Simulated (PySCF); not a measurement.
# C₅H₅FO: a tour of settings

Which settings matter for C₅H₅FO (`CC(=O)C1(F)C=C1`)?

Programs: PySCF 2.14.0, with density-fitted response routines of our own. Each step states its level of theory. These are calculated values for one molecule in the gas phase, unless marked as measured. Atoms count from 0, in the outputs and in this text.

## 1. The starting structure

12 atoms, charge 0, multiplicity 1; geometry from: GFN2-xTB.

Bonds of the start (Å): C0–C1 1.50, C1–O2 1.21, C1–C3 1.49, C3–F4 1.39, C3–C5 1.50, C5–C6 1.30, C6–C3 1.50, C0–H7 1.09, C0–H8 1.09, C0–H9 1.09, C5–H10 1.06, C6–H11 1.06.

## 2. Nuclear shieldings: OLYP/6-31G*

Job settings and geometry (Å):

```
{"job": {"kind": "nmr", "xc": "OLYP", "basis": "6-31G*", "pop": false, "scf": {"level_shift": 0.2}}, "charge": 0, "multiplicity": 1}
C      1.672782    -0.228375    -0.876777
C      0.636847    -0.473645     0.181482
O      0.775741    -1.238823     1.106702
C     -0.625790     0.301181     0.036928
F     -0.646573     1.141156    -1.070204
C     -1.945778    -0.231420     0.502414
C     -1.440187     0.726271     1.219503
H      2.553816    -0.833064    -0.683720
H      1.257846    -0.470088    -1.853316
H      1.936423     0.827333    -0.887746
H     -2.706195    -0.933788     0.270937
H     -1.467733     1.412577     2.027769
```

With the program's defaults for keys left out, this is: GIAO OLYP/6-31G* NMR shielding, non-relativistic, gas phase.

Launch:

```console
$ OMP_NUM_THREADS=1 python probes_run.py task.json out
```

One launch serves the whole session: the jobs run in the order shown.

What it wrote:

```text
final grid: 105712 points
cycle   1  E = -368.1706119928  dE =  1.088e+00  |g| = 1.038e+00  |ddm| = 3.452e+00
cycle   2  E = -367.7733641279  dE =  3.972e-01  |g| = 1.832e+00  |ddm| = 2.627e+00
cycle   3  E = -368.3459582631  dE = -5.726e-01  |g| = 4.498e-01  |ddm| = 1.187e+00
cycle   4  E = -368.3858744787  dE = -3.992e-02  |g| = 1.099e-01  |ddm| = 4.532e-01
cycle   5  E = -368.3890178425  dE = -3.143e-03  |g| = 2.318e-02  |ddm| = 1.389e-01
cycle   6  E = -368.3891072047  dE = -8.936e-05  |g| = 1.597e-02  |ddm| = 3.738e-02
cycle   7  E = -368.3891509505  dE = -4.375e-05  |g| = 6.601e-03  |ddm| = 1.247e-02
cycle   8  E = -368.3891588372  dE = -7.887e-06  |g| = 2.032e-03  |ddm| = 5.643e-03
cycle   9  E = -368.3891597340  dE = -8.968e-07  |g| = 4.762e-04  |ddm| = 2.236e-03
cycle  10  E = -368.3891597966  dE = -6.264e-08  |g| = 1.328e-04  |ddm| = 7.139e-04
cycle  11  E = -368.3891598028  dE = -6.202e-09  |g| = 3.584e-05  |ddm| = 2.229e-04
cycle  12  E = -368.3891598034  dE = -5.513e-10  |g| = 1.255e-05  |ddm| = 6.896e-05
level shift removed, Fock matrix diagonalised once more
converged SCF energy = -368.3891598034

GIAO shielding tensors (ppm)
atom      isotropic    diamagn.    paramagn.     s11        s22        s33       span
  0 C      162.764     254.879     -92.115    143.049    155.255    189.987     46.938
  1 C        1.703     246.045    -244.341    -58.507    -41.376    104.992    163.499
  2 O     -245.170     398.818    -643.987   -795.723   -289.320    349.533   1145.256
  3 C      116.109     248.911    -132.802     63.313     74.016    210.998    147.685
  4 F      335.910     474.922    -139.012    262.406    334.887    410.438    148.032
  5 C       85.470     261.619    -176.149    -11.227     90.383    177.254    188.481
  6 C       85.466     261.617    -176.151    -11.226     90.373    177.252    188.478
  7 H       30.682      30.162       0.520     28.083     28.985     34.978      6.896
  8 H       29.883      30.847      -0.964     26.562     30.261     32.826      6.265
  9 H       29.876      30.858      -0.982     26.544     30.285     32.799      6.255
 10 H       25.855      30.304      -4.449     24.292     26.413     26.860      2.568
 11 H       25.855      30.306      -4.451     24.291     26.415     26.860      2.569
```

Wall time 14 s (1 thread of Arm Neoverse V1, shared host); peak memory 0.47 GiB.

The references, computed at this level on geometries of the same kind, shield at (ppm): 1H TMS 32.48, 13C TMS 191.9, 19F CFCl3 164.7, 17O H2O 318.7. Their shielding less the atom's gives the shift. The references are single molecules in the gas phase, so shifts against H2O, NH3, PH3, H3PO4 or CFCl3 are not on the usual liquid scales and can be off by tens of ppm. Atoms listed in one row are averaged.

| atoms | environment | σ (ppm) | δ (ppm) |
| --- | --- | --- | --- |
| C1 | ketone carbonyl carbon | 1.7 | 190.2 |
| C5, C6 | alkene CH | 85.5 | 106.4 |
| C3 | three-membered-ring carbon bearing a halogen | 116.1 | 75.8 |
| C0 | methyl carbon α to a carbonyl | 162.8 | 29.1 |
| H10, H11 | hydrogen on an alkene CH | 25.86 | 6.62 |
| H7, H8, H9 | hydrogen on a methyl carbon α to a carbonyl | 30.15 | 2.33 |
| O2 | ketone oxygen | -245.2 | 563.9 |
| F4 | fluorine on an sp3 carbon | 335.9 | -171.2 |

Ring of atoms C3, C5, C6: NICS(0) -30.8, NICS(1) -8.0, NICS(1)zz -17.3 ppm (means of both faces).

The two faces differ (NICS(1)zz -13.9 and -20.8 ppm, in the same order).

In rings of three or four atoms NICS is ruled by the nearby σ bonds, so it says little on aromaticity.

## 3. Excited states and response: B97-2/def2-SVPD

Same as in step 2 but for these lines:

```diff
@@ -1,2 +1,2 @@
-{"job": {"kind": "nmr", "xc": "OLYP", "basis": "6-31G*", "pop": false, "scf": {"level_shift": 0.2}}, "charge": 0, "multiplicity": 1}
+{"job": {"kind": "uv", "xc": "B97-2", "basis": "def2-SVPD", "nstates": 25, "ntriplets": 5, "tda": true, "grid": 4}, "charge": 0, "multiplicity": 1}
 C      1.672782    -0.228375    -0.876777
```

Method: TDA B97-2/def2-SVPD, vertical, gas phase, core orbitals frozen in the response.

What it wrote:

```text
coarse grid: 10704 points
cycle   1  E = -367.9307042473  dE =  1.139e+00  |g| = 8.922e-01  |ddm| = 5.357e+00
cycle   2  E = -367.3923024173  dE =  5.384e-01  |g| = 1.869e+00  |ddm| = 3.673e+00
cycle   3  E = -368.0808809289  dE = -6.886e-01  |g| = 2.062e-01  |ddm| = 2.956e+00
cycle   4  E = -368.0888207444  dE = -7.940e-03  |g| = 8.893e-02  |ddm| = 3.419e-01
cycle   5  E = -368.0900997822  dE = -1.279e-03  |g| = 2.523e-02  |ddm| = 1.044e-01
cycle   6  E = -368.0902299542  dE = -1.302e-04  |g| = 4.700e-03  |ddm| = 4.025e-02
cycle   7  E = -368.0902343050  dE = -4.351e-06  |g| = 1.123e-03  |ddm| = 8.170e-03
final grid: 278680 points
cycle   8  E = -368.1419967127  dE = -2.795e-05  |g| = 8.218e-03  |ddm| = 1.431e-01
cycle   9  E = -368.1419654484  dE =  3.126e-05  |g| = 1.521e-02  |ddm| = 2.353e-02
cycle  10  E = -368.1420082301  dE = -4.278e-05  |g| = 1.742e-03  |ddm| = 1.699e-02
cycle  11  E = -368.1420088029  dE = -5.728e-07  |g| = 2.571e-04  |ddm| = 2.163e-03
cycle  12  E = -368.1420088133  dE = -1.037e-08  |g| = 8.347e-05  |ddm| = 5.342e-04
cycle  13  E = -368.1420088147  dE = -1.470e-09  |g| = 2.297e-05  |ddm| = 1.837e-04
cycle  14  E = -368.1420088149  dE = -1.387e-10  |g| = 4.607e-06  |ddm| = 6.567e-05
converged SCF energy = -368.1420088149

Static polarisability (au): isotropic 58.615, principal 51.279 55.370 69.196

Singlet excitations
state   eV       nm        f      main configurations
  1   4.4553    278.3   0.00068   H->L 0.90, H->L+1 0.09
  2   5.5824    222.1   0.00128   H->L+1 0.90, H->L 0.09
  3   6.1524    201.5   0.01333   H-1->L+1 0.59, H-1->L 0.40
  4   6.5411    189.5   0.00189   H-2->L 0.88, H-2->L+1 0.10
  5   6.8038    182.2   0.17577   H-1->L 0.53, H-1->L+1 0.39
  6   7.2399    171.3   0.01505   H->L+2 0.94
  7   7.7397    160.2   0.03963   H-4->L 0.47, H-2->L+1 0.43
  8   7.7957    159.0   0.00618   H->L+3 0.98
  9   7.9178    156.6   0.00084   H->L+4 0.97
 10   8.1713    151.7   0.02818   H-4->L+1 0.56, H-2->L+1 0.13, H-4->L 0.10
 11   8.2500    150.3   0.00096   H-1->L+2 0.90
 12   8.4186    147.3   0.04730   H->L+5 0.91
 13   8.4691    146.4   0.01146   H-4->L 0.32, H-4->L+1 0.28, H-2->L+1 0.14
 14   8.6778    142.9   0.02149   H->L+6 0.52, H-3->L 0.23, H-3->L+1 0.14
 15   8.7055    142.4   0.02798   H-2->L+2 0.82, H-2->L+3 0.12
 16   8.7114    142.3   0.07668   H-1->L+3 0.88
 17   8.7610    141.5   0.00075   H-3->L+1 0.41, H->L+6 0.37, H-3->L 0.16
 18   8.8221    140.5   0.02177   H-1->L+4 0.97
 19   8.9312    138.8   0.00151   H-5->L 0.83
 20   9.0268    137.4   0.02676   H-2->L+3 0.83, H-2->L+2 0.12
 21   9.0965    136.3   0.14493   H-3->L 0.35, H-3->L+1 0.32, H->L+7 0.08
 22   9.1691    135.2   0.00011   H-2->L+4 0.98
 23   9.2326    134.3   0.01021   H-6->L 0.76
 24   9.2721    133.7   0.06439   H->L+7 0.66, H->L+8 0.10, H->L+9 0.08
 25   9.3443    132.7   0.00646   H->L+8 0.74, H->L+7 0.12, H->L+10 0.12

Triplet excitations (Tamm-Dancoff, eV): 3.9401 5.0205 5.3008 5.5848 5.8988
```

Run time: 38 s. Hardware: 1 thread of Arm Neoverse V1, shared host; peak memory 0.76 GiB.

The orbitals next to the gap, with their largest atomic shares:

| orbital | eV | atoms |
| --- | --- | --- |
| HOMO−3 | -10.33 | O2 36 %, C0 18 %, C1 18 % |
| HOMO−2 | -8.72 | C5 34 %, C6 34 %, F4 8 % |
| HOMO−1 | -8.29 | C3 25 %, F4 21 %, C5 15 % |
| HOMO | -7.25 | O2 60 %, C1 12 %, C0 10 % |
| LUMO | -0.99 | C1 27 %, O2 26 %, C5 12 % |
| LUMO+1 | -0.54 | C5 32 %, C6 32 %, C1 11 % |
| LUMO+2 | 0.89 | C0 23 %, C1 11 %, C5 10 % |

With each of the 25 states as a Gaussian band of 0.4 eV half-width at 1/e, the curve within the window shown has maxima at 182 nm (ε 7,400), 138 nm (ε 13,000) L/(mol cm). Beyond the last state computed it falls off for lack of states. The curve at chosen wavelengths:

nm, ε (L/mol/cm) and a bar:
```
      129       2426 ######
      137      12472 ##############################
      144      10119 ########################
      152       4439 ###########
      160       2611 ######
      168       2205 #####
      175       4766 ###########
      183       7384 ##################
      191       4439 ###########
      198       1791 ####
      206        694 ##
      214        309 #
      222        131 
      229         64 
      237         29 
      245         13 
      253         11 
      260         15 
      268         23 
      276         27 
      283         27 
      291         22 
      299         16 
      307         10 
      314          6 
      322          3
```

Ground-state properties from the same run:

| property | computed |
| --- | --- |
| dipole moment (D) | 1.49 |
| polarisability (Å³) | 8.69 |
| HOMO–LUMO gap (eV) | 6.26 |
| −ε(HOMO) (eV) | 7.25 |

## 4. NMR shieldings: PBE0/pcSseg-1

Same as in step 3 but for these lines:

```diff
@@ -1,2 +1,2 @@
-{"job": {"kind": "uv", "xc": "B97-2", "basis": "def2-SVPD", "nstates": 25, "ntriplets": 5, "tda": true, "grid": 4}, "charge": 0, "multiplicity": 1}
+{"job": {"kind": "nmr", "xc": "PBE0", "basis": "pcSseg-1", "pop": false, "scf": {"max_cycle": 84}}, "charge": 2, "multiplicity": 1}
 C      1.672782    -0.228375    -0.876777
```

Method: GIAO PBE0/pcSseg-1 NMR shielding, non-relativistic, gas phase.

What it wrote:

```text
final grid: 105712 points
cycle   1  E = -366.6118735961  dE =  2.537e+00  |g| = 1.201e+00  |ddm| = 3.093e+00
cycle   2  E = -364.0612935070  dE =  2.551e+00  |g| = 3.395e+00  |ddm| = 3.227e+00
cycle   3  E = -366.3718185998  dE = -2.311e+00  |g| = 1.276e+00  |ddm| = 2.226e+00
cycle   4  E = -366.7115313992  dE = -3.397e-01  |g| = 1.124e+00  |ddm| = 1.513e+00
cycle   5  E = -366.7867004226  dE = -7.517e-02  |g| = 8.662e-01  |ddm| = 1.889e+00
cycle   6  E = -366.9719128505  dE = -1.852e-01  |g| = 6.020e-01  |ddm| = 1.776e+00
cycle   7  E = -367.0067351103  dE = -3.482e-02  |g| = 4.628e-01  |ddm| = 2.875e-01
cycle   8  E = -367.0588044217  dE = -5.207e-02  |g| = 2.300e-01  |ddm| = 3.512e-01
cycle   9  E = -367.0679282083  dE = -9.124e-03  |g| = 1.110e-01  |ddm| = 1.857e-01
cycle  10  E = -367.0709470728  dE = -3.019e-03  |g| = 5.095e-02  |ddm| = 7.503e-02
cycle  11  E = -367.0713798356  dE = -4.328e-04  |g| = 3.336e-02  |ddm| = 3.786e-02
cycle  12  E = -367.0716788269  dE = -2.990e-04  |g| = 1.869e-02  |ddm| = 2.986e-02
cycle  13  E = -367.0717889284  dE = -1.101e-04  |g| = 1.547e-02  |ddm| = 4.024e-02
cycle  14  E = -367.0718626653  dE = -7.374e-05  |g| = 8.024e-03  |ddm| = 1.836e-02
cycle  15  E = -367.0719416009  dE = -7.894e-05  |g| = 3.378e-03  |ddm| = 5.066e-02
cycle  16  E = -367.0719675044  dE = -2.590e-05  |g| = 1.156e-03  |ddm| = 3.145e-02
cycle  17  E = -367.0719794028  dE = -1.190e-05  |g| = 8.713e-04  |ddm| = 2.701e-02
cycle  18  E = -367.0719828976  dE = -3.495e-06  |g| = 9.539e-04  |ddm| = 1.519e-02
cycle  19  E = -367.0719843698  dE = -1.472e-06  |g| = 4.760e-04  |ddm| = 9.688e-03
cycle  20  E = -367.0719848620  dE = -4.921e-07  |g| = 1.484e-04  |ddm| = 6.782e-03
cycle  21  E = -367.0719849531  dE = -9.114e-08  |g| = 4.537e-05  |ddm| = 4.020e-03
cycle  22  E = -367.0719849559  dE = -2.787e-09  |g| = 2.393e-05  |ddm| = 6.269e-04
cycle  23  E = -367.0719849559  dE = -1.933e-12  |g| = 1.482e-05  |ddm| = 5.633e-05
converged SCF energy = -367.0719849559

GIAO shielding tensors (ppm)
atom      isotropic    diamagn.    paramagn.     s11        s22        s33       span
  0 C     -128.420     248.444    -376.864   -609.382     37.834    186.288    795.670
  1 C      -67.244     257.819    -325.064   -280.477   -109.767    188.511    468.988
  2 O    -1672.286     394.685   -2066.970  -3295.030  -1698.544    -23.282   3271.748
  3 C      322.846     236.320      86.526    -59.995    102.038    926.495    986.490
  4 F     -490.169     469.827    -959.996  -4113.849    237.285   2406.055   6519.904
  5 C     -372.393     252.473    -624.866  -1515.811     60.748    337.884   1853.695
  6 C      -91.672     254.968    -346.640   -865.613    105.014    485.583   1351.196
  7 H       26.160      23.242       2.918     19.271     26.280     32.929     13.658
  8 H       17.826      24.899      -7.073      2.350     24.293     26.835     24.484
  9 H       18.402      24.892      -6.490      3.314     24.605     27.288     23.974
 10 H       -4.899      29.001     -33.900    -61.395     18.836     27.862     89.256
 11 H        4.223      29.373     -25.150    -29.782     18.514     23.938     53.720
```

It took 20 s on 1 thread of Arm Neoverse V1, shared host; peak memory 0.69 GiB.

The run ended normally, but its values are not to be used for the molecule: the charge was changed to 2, at the geometry of the original. Its HOMO lies at -21.01 eV, against -5.24 eV in step 2 (OLYP/6-31G*), a different level, so the two don't compare directly.

## 5. Shielding tensors: PBE0/aug-cc-pVDZ

Same as in step 4 but for these lines:

```diff
@@ -1,2 +1,2 @@
-{"job": {"kind": "nmr", "xc": "PBE0", "basis": "pcSseg-1", "pop": false, "scf": {"max_cycle": 84}}, "charge": 2, "multiplicity": 1}
+{"job": {"kind": "nmr", "xc": "PBE0", "basis": "aug-cc-pVDZ", "pop": true, "gauge": [0, 0, 50], "scf": {"max_cycle": 87}}, "charge": 0, "multiplicity": 1}
 C      1.672782    -0.228375    -0.876777
```

Method: common gauge origin PBE0/aug-cc-pVDZ NMR shielding, non-relativistic, gas phase.

What it wrote:

```text
final grid: 105712 points
cycle   1  E = -368.0035129045  dE =  1.256e+00  |g| = 8.684e-01  |ddm| = 9.375e+00
cycle   2  E = -367.5330161716  dE =  4.705e-01  |g| = 1.778e+00  |ddm| = 3.583e+00
cycle   3  E = -368.1474637653  dE = -6.144e-01  |g| = 1.892e-01  |ddm| = 2.505e+00
cycle   4  E = -368.1541261455  dE = -6.662e-03  |g| = 8.212e-02  |ddm| = 4.215e-01
cycle   5  E = -368.1552092673  dE = -1.083e-03  |g| = 2.338e-02  |ddm| = 1.231e-01
cycle   6  E = -368.1553198158  dE = -1.105e-04  |g| = 4.620e-03  |ddm| = 5.635e-02
cycle   7  E = -368.1553240023  dE = -4.187e-06  |g| = 1.093e-03  |ddm| = 8.952e-03
cycle   8  E = -368.1553242512  dE = -2.489e-07  |g| = 3.853e-04  |ddm| = 2.742e-03
cycle   9  E = -368.1553242860  dE = -3.476e-08  |g| = 5.322e-05  |ddm| = 1.101e-03
cycle  10  E = -368.1553242865  dE = -5.061e-10  |g| = 2.739e-05  |ddm| = 1.788e-04
converged SCF energy = -368.1553242865

GIAO shielding tensors (ppm)
atom      isotropic    diamagn.    paramagn.     s11        s22        s33       span
  0 C     -260.773   -1086.966     826.193   -716.297   -490.725    424.703   1141.000
  1 C     -266.594    -133.009    -133.584   -576.144   -318.966     95.329    671.474
  2 O     1120.816    2847.029   -1726.213  -1116.960   2030.665   2448.744   3565.704
  3 C      184.288     554.121    -369.833     32.471    206.260    314.133    281.662
  4 F     -782.812   -1784.290    1001.478  -1748.551  -1285.087    685.201   2433.752
  5 C       -9.073     336.896    -345.970   -977.448     79.527    870.702   1848.149
  6 C      988.647    2933.856   -1945.210   -142.894   1415.649   1693.185   1836.079
  7 H      -58.167    -257.628     199.460   -835.243    -90.728    751.468   1586.711
  8 H     -964.237   -3878.138    2913.902  -1520.798  -1449.883     77.971   1598.770
  9 H     -182.499    -704.887     522.388   -886.163   -315.240    653.906   1540.069
 10 H     -171.574    -606.434     434.860  -1043.055   -249.608    777.942   1820.997
 11 H      934.416    3338.446   -2404.030   -173.045   1416.011   1560.282   1733.327
```

It took 19 s on 1 thread of Arm Neoverse V1, shared host; peak memory 0.77 GiB.

A normal end doesn't make this result sound: a common gauge origin replaces GIAOs, so the shieldings depend on where the origin lies. Its shieldings differ from those of step 2 (OLYP/6-31G*) by up to 1366 ppm (O2).

## 6. Shielding tensors: PBE/STO-3G

Same as in step 5 but for these lines:

```diff
@@ -1,2 +1,2 @@
-{"job": {"kind": "nmr", "xc": "PBE0", "basis": "aug-cc-pVDZ", "pop": true, "gauge": [0, 0, 50], "scf": {"max_cycle": 87}}, "charge": 0, "multiplicity": 1}
+{"job": {"kind": "nmr", "xc": "PBE", "basis": "STO-3G", "pop": false, "scf": {"conv": 1e-07, "aux": "def2-universal-jkfit"}}, "charge": 0, "multiplicity": 1}
 C      1.672782    -0.228375    -0.876777
```

Method: GIAO PBE/STO-3G NMR shielding, non-relativistic, gas phase.

What it wrote:

```text
final grid: 105712 points
cycle   1  E = -363.0147104832  dE =  1.297e+00  |g| = 7.290e-01  |ddm| = 4.868e+00
cycle   2  E = -359.6856122089  dE =  3.329e+00  |g| = 2.464e+00  |ddm| = 4.510e+00
cycle   3  E = -362.8262322932  dE = -3.141e+00  |g| = 9.211e-01  |ddm| = 4.476e+00
cycle   4  E = -363.1699596741  dE = -3.437e-01  |g| = 2.582e-01  |ddm| = 1.594e+00
cycle   5  E = -363.1811578184  dE = -1.120e-02  |g| = 2.064e-01  |ddm| = 5.073e-01
cycle   6  E = -363.1950831613  dE = -1.393e-02  |g| = 7.012e-02  |ddm| = 2.586e-01
cycle   7  E = -363.1966095688  dE = -1.526e-03  |g| = 4.776e-02  |ddm| = 1.522e-01
cycle   8  E = -363.1972659484  dE = -6.564e-04  |g| = 4.422e-03  |ddm| = 5.850e-02
cycle   9  E = -363.1972720484  dE = -6.100e-06  |g| = 1.624e-03  |ddm| = 8.396e-03
cycle  10  E = -363.1972725817  dE = -5.334e-07  |g| = 8.403e-04  |ddm| = 2.445e-03
cycle  11  E = -363.1972727882  dE = -2.064e-07  |g| = 4.614e-04  |ddm| = 1.758e-03
cycle  12  E = -363.1972728519  dE = -6.370e-08  |g| = 5.752e-05  |ddm| = 5.929e-04
converged SCF energy = -363.1972728519

GIAO shielding tensors (ppm)
atom      isotropic    diamagn.    paramagn.     s11        s22        s33       span
  0 C      204.892     246.450     -41.558    188.320    202.219    224.137     35.816
  1 C       95.313     256.554    -161.240     19.439    101.955    164.546    145.107
  2 O     -276.465     384.300    -660.766  -1049.099   -231.144    450.847   1499.946
  3 C      172.286     253.411     -81.125    124.893    137.388    254.578    129.684
  4 F      379.420     456.430     -77.010    355.374    379.593    403.294     47.921
  5 C      127.751     265.222    -137.471     41.945    124.537    216.771    174.826
  6 C      127.753     265.210    -137.457     41.957    124.543    216.760    174.803
  7 H       30.651      29.719       0.932     26.637     27.887     37.428     10.791
  8 H       30.486      30.523      -0.038     25.960     29.423     36.074     10.114
  9 H       30.481      30.532      -0.051     25.952     29.446     36.046     10.095
 10 H       26.310      31.129      -4.819     24.240     27.165     27.526      3.286
 11 H       26.311      31.129      -4.819     24.239     27.166     27.527      3.288
```

Run time: 5.3 s. Hardware: 1 thread of Arm Neoverse V1, shared host; peak memory 0.33 GiB.

Key values: δ C1 136.2, C5 103.8, C3 59.2, C0 26.6, H10 6.64, H7 2.41 ppm (means over like atoms).

## 7. Side by side: NMR shifts

Shifts (ppm) of some atoms, chosen among heavy atoms and hydrogens apart, means over like atoms, with basis size and wall time:

| run | C1 | C5 | C3 | H10 | H7 | O2 | F4 | functions | time |
| --- | --- | --- | --- | --- | --- | --- | --- | --- | --- |
| OLYP/6-31G* | 190.2 | 106.4 | 75.8 | 6.62 | 2.33 | 563.9 | -171.2 | 108 | 14 s |
| PBE/STO-3G | 136.2 | 103.8 | 59.2 | 6.64 | 2.41 | 609.9 | -123.5 | 40 | 5.3 s |

## 8. Summary of results

| quantity | value |
| --- | --- |
| 13C shifts against TMS (OLYP/6-31G*, means over atoms taken as alike) | 190.2, 106.4, 75.8, 29.1 ppm |
| 1H shifts against TMS (OLYP/6-31G*, means over atoms taken as alike) | 6.62, 2.33 ppm |
| 17O shifts against H2O (OLYP/6-31G*) | 563.9 ppm |
| 19F shifts against CFCl3 (OLYP/6-31G*) | -171.2 ppm |
| lowest singlet (B97-2/def2-SVPD) | 4.46 eV (278 nm), f = 0.001 |
| brightest single state of those computed | state 5, 6.80 eV, f = 0.176 |
| lowest triplet | 3.94 eV |
| range of the shift of C1 | 136.2 to 190.2 ppm |
| property runs in this session | 5, of which 0 failed and 3 gave unsound results |

What this shows: Single values in the summary come from the first sound run of each kind (OLYP/6-31G*; B97-2/def2-SVPD), which need not be the best level. At OLYP/6-31G*: The largest span, 1145 ppm, is at O2, where the paramagnetic term is -644 ppm. The first singlet state (HOMO→LUMO 0.90, HOMO→LUMO+1 0.09) lies at 4.46 eV and is dark; of the 25 states computed, the strongest absorption comes from state 5 at 6.80 eV. The lowest triplet lies 0.52 eV below the lowest singlet. Across the 2 runs the shift of C1 moves most, between 136.2 (PBE/STO-3G) and 190.2 ppm (OLYP/6-31G*). A minimal basis is unusable for shieldings, so that end is no result.
